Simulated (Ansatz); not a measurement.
# B3LYP/6-31G(d) (Cartesian functions) run of CH3AlF2 (SMILES [CH3][Al]([F])[F])

What is the energy change on altering one bond length of CH3AlF2 at B3LYP/6-31G* (Cartesian functions)? 

The results are computed with Ansatz 0.2.0.

46 further runs of the same task are left out: 46 set aside as unsound or not needed.

## 1. The system as given

The species is CH3AlF2 (7 atoms), meant as a singlet with charge 0. As SMILES, `[CH3][Al]([F])[F]`. The shape is that of a PBE0-D4/def2-TZVP optimisation.

Bond lengths: C1–Al2 1.926 Å, Al2–F3 1.644 Å, Al2–F4 1.644 Å, C1–H5 1.091 Å, C1–H6 1.093 Å, C1–H7 1.093 Å. Angles: C1–Al2–F3 121.5°, C1–Al2–F4 122.4°, F3–Al2–F4 116.1°, Al2–C1–H5 111.8°, Al2–C1–H6 110.6°, Al2–C1–H7 110.6°, H5–C1–H6 108.4°, H5–C1–H7 108.4°, H6–C1–H7 106.8°.

## 2. The energy at B3LYP/6-31G(d) (Cartesian functions)

Contents of input.yaml:

```yaml
crystal:
  periodic: [false, false, false]
  atoms:
    - {symbol: C, position_ang: [-0.253600, 0.825900, -0.238700]}
    - {symbol: Al, position_ang: [0.293100, -0.956200, 0.245500]}
    - {symbol: F, position_ang: [1.513200, -1.219500, 1.315500]}
    - {symbol: F, position_ang: [-0.423400, -2.297600, -0.378600]}
    - {symbol: H, position_ang: [-1.075800, 0.816000, -0.956100]}
    - {symbol: H, position_ang: [-0.573400, 1.384500, 0.645100]}
    - {symbol: H, position_ang: [0.581100, 1.378900, -0.678200]}
basis:
  gaussian:
    orbitals: "6-31G*"
hamiltonian:
  xc: {name: B3LYP}
accuracy: high
output: {orbitals: {seedname: orbitals}}
```

Launch:

```sh
$ ansatz run input.yaml --threads 1 --pin off --max-ram 3480MiB --events-out events.jsonl --progress --plain --runs-dir runs
```

What it wrote:

```text
Warning: RAYON_NUM_THREADS=1 ignored (pool sized by the plan → 1); use --threads N
Functional definition: B3LYP
  name "B3LYP"
  parameter a0 = 0.2
  parameter ax = 0.72
  parameter ac = 0.81
  exchange = (1 - a0 - ax)*slater_x + ax*b88_x + a0*exact_x
  correlation = (1 - ac)*vwn_rpa_c + ac*lyp_c
1460 factors; integrals over basis functions are off by at most 3.5e-9 eV
mean field evaluation 1: about -13113.1368 eV, gradient 6.5e1 eV
mean field evaluation 2: about -13105.5473 eV, gradient 9.3e1 eV
mean field evaluation 4: about -13120.8822 eV, gradient 3.0e0 eV
mean field evaluation 8: about -13120.9775 eV, gradient 7.0e-2 eV
mean field evaluation 16: about -13120.9775 eV, gradient 4.1e-6 eV
mean field -13120.97751400 eV, -482.1870299214 hartree, gradient 2.2e-8 eV, S^2 0.000000; 0 other end points of the search recorded, 0 dependent functions left out
reference -13120.97755366 eV, -482.1870313791 hartree; 20, 20 occupied and 50, 50 virtual orbitals, 1460 factors
Total energy: -13120.97755366 eV, -482.1870313791 hartree
```

Wall time 5.1 s (1 thread of Arm Neoverse V1, shared host); peak memory 0.2 GiB.

## 3. The distorted shape

Contents of input.yaml:

```yaml
basis:
  gaussian: {orbitals: "6-31G*"}
crystal:
  periodic: [false, false, false]
  atoms:
    - symbol: C
      position_ang: [0.002233, 0.379033, -0.945720]
    - symbol: Al
      position_ang: [0.548933, -1.403067, -0.461520]
    - symbol: F
      position_ang: [1.769033, -1.666367, 0.608480]
    - symbol: F
      position_ang: [-0.167567, -2.744467, -1.085620]
    - symbol: H
      position_ang: [-0.819967, 0.369133, -1.663120]
    - symbol: H
      position_ang: [-0.573400, 1.384500, 0.645100]
    - symbol: H
      position_ang: [0.836933, 0.932033, -1.385220]
hamiltonian: {xc: {name: B3LYP}}
output: {orbitals: {seedname: orbitals}}
accuracy: high
```

Launch:

```sh
$ ansatz run input.yaml --threads 1 --pin off --max-ram 3480MiB --events-out events.jsonl --progress --plain --runs-dir runs
```

What it wrote:

```text
Warning: RAYON_NUM_THREADS=1 ignored (pool sized by the plan → 1); use --threads N
[... 7 set-up lines as earlier in the session ...]
1463 factors; integrals over basis functions are off by at most 3.1e-9 eV
mean field evaluation 1: about -13108.0622 eV, gradient 6.7e1 eV
mean field evaluation 2: about -13093.6029 eV, gradient 1.0e2 eV
mean field evaluation 4: about -13117.5144 eV, gradient 2.5e0 eV
mean field evaluation 8: about -13117.5979 eV, gradient 3.3e-1 eV
mean field evaluation 16: about -13117.5984 eV, gradient 4.0e-5 eV
mean field -13117.59835022 eV, -482.0628479430 hartree, gradient 5.4e-8 eV, S^2 0.000000; 0 other end points of the search recorded, 0 dependent functions left out
reference -13117.59839136 eV, -482.0628494548 hartree; 20, 20 occupied and 50, 50 virtual orbitals, 1463 factors
Total energy: -13117.59839136 eV, -482.0628494548 hartree
```

It took 5.4 s on 1 thread of Arm Neoverse V1, shared host; peak memory 0.2 GiB.

## 4. Outcome

Level: B3LYP/6-31G* (Cartesian functions).

```
                                                         quantity          value
                                        first shape: total energy  -482.18703 Eh
                                         first shape: HOMO energy       -8.80 eV
                                         first shape: LUMO energy       -0.53 eV
                                       first shape: HOMO–LUMO gap        8.27 eV
                                    distorted shape: total energy  -482.06285 Eh
                                     distorted shape: HOMO energy       -8.16 eV
                                     distorted shape: LUMO energy       -2.58 eV
                                   distorted shape: HOMO–LUMO gap        5.58 eV
energy change with the C1–H6 bond stretched from 1.093 to 1.968 Å       3.379 eV
```

In words: With the C1–H6 bond stretched from 1.093 to 1.968 Å the energy rises by 3.38 eV (78 kcal/mol). The first shape isn't relaxed at this level, so the change isn't measured from a minimum.
